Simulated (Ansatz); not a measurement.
# Al: the cost of one run

Method: DFT PBEsol+D3(BJ), scalar-relativistic, plane waves, PAW, in Ansatz 0.2.0.

1 further run of the same task is left out (set aside as unsound or not needed).

**1. The starting structure**

It takes space group P6_3/mmc (No. 194, hexagonal). The conventional cell has a = 2.801 Å, b = 2.801 Å, c = 9.193 Å, α = 90.00°, β = 90.00°, γ = 120.00°. Al (site symmetry -3m) is surrounded by 12 Al at 2.80 to 2.81 Å. Al (site symmetry -6m2) has 12 Al at 2.80 to 2.81 Å as nearest neighbours.

As a file:

```cif
data_structure
_symmetry_space_group_name_H-M 'P6_3/mmc'
_symmetry_Int_Tables_number 194
_cell_length_a 2.8011
_cell_length_b 2.8011
_cell_length_c 9.1928
_cell_angle_alpha 90.000
_cell_angle_beta 90.000
_cell_angle_gamma 120.000
_cell_volume 62.47
loop_
_atom_site_label
_atom_site_type_symbol
_atom_site_symmetry_multiplicity
_atom_site_Wyckoff_symbol
_atom_site_fract_x
_atom_site_fract_y
_atom_site_fract_z
_atom_site_occupancy
Al1 Al 2 a 0.00000 0.00000 0.00000 1
Al2 Al 2 c 0.33333 0.66667 0.25000 1
```

It goes back to an entry of the Materials Project, which need not be the stable form.

This cell was relaxed beforehand with the same method: volume 15.62 Å³/atom, gap on the mesh none (metal).

**2. Bands, states and charges**

input.yaml

```yaml
crystal:
  lattice:
    - [2.8011182722, 0.0, 0.0]
    - [-1.4005591361, 2.4258395828, 0.0]
    - [0.0, 0.0, 9.1928282144]
  atoms:
    - { symbol: Al, position: [0.0, 0.0, 0.0] }
    - { symbol: Al, position: [0.3333333333, 0.6666666667, 0.25] }
    - { symbol: Al, position: [0.0, 0.0, 0.5] }
    - { symbol: Al, position: [0.6666666667, 0.3333333333, 0.75] }
basis:
  ecutwfc: 420
kpoints:
  mp_grid: { grid: [18, 18, 6] }
  band_path:
    path:
      - [[0.0, 0.0, 0.0], [0.5, 0.0, 0.0], [0.33333333, 0.33333333, 0.0], [0.0, 0.0, 0.0], [0.0, 0.0, 0.5], [0.5, 0.0, 0.5], [0.33333333, 0.33333333, 0.5], [0.0, 0.0, 0.5]]
      - [[0.5, 0.0, 0.5], [0.5, 0.0, 0.0]]
      - [[0.33333333, 0.33333333, 0.5], [0.33333333, 0.33333333, 0.0]]
    npoints: 14
hamiltonian:
  xc: pbesol
  dispersion: d3bj
scf:
  occupations: { method: gaussian, width: 0.1 }
  n_extra_bands: 10
output:
  forces: true
  stress: true
  eigenvalues: true
  populations: true
  dos: { projected: true, de: 0.02, nscf_kmesh: { grid: [27, 27, 9] } }
  bader: true
  write_density: true
  write_potential: true
  elf: true
  volumetric_format: npy
```

Started as:

```sh
$ ansatz run input.yaml --threads 1 --pin off --max-ram 2560MiB --backend cpu --events-out ev --progress --plain --runs-dir out
```

What time and memory should one allow on 1 thread of Intel Xeon Platinum 8259CL at 2.50GHz (Skylake/Cascade Lake), shared host?

About 67 s, with a peak of 0.53 GiB.
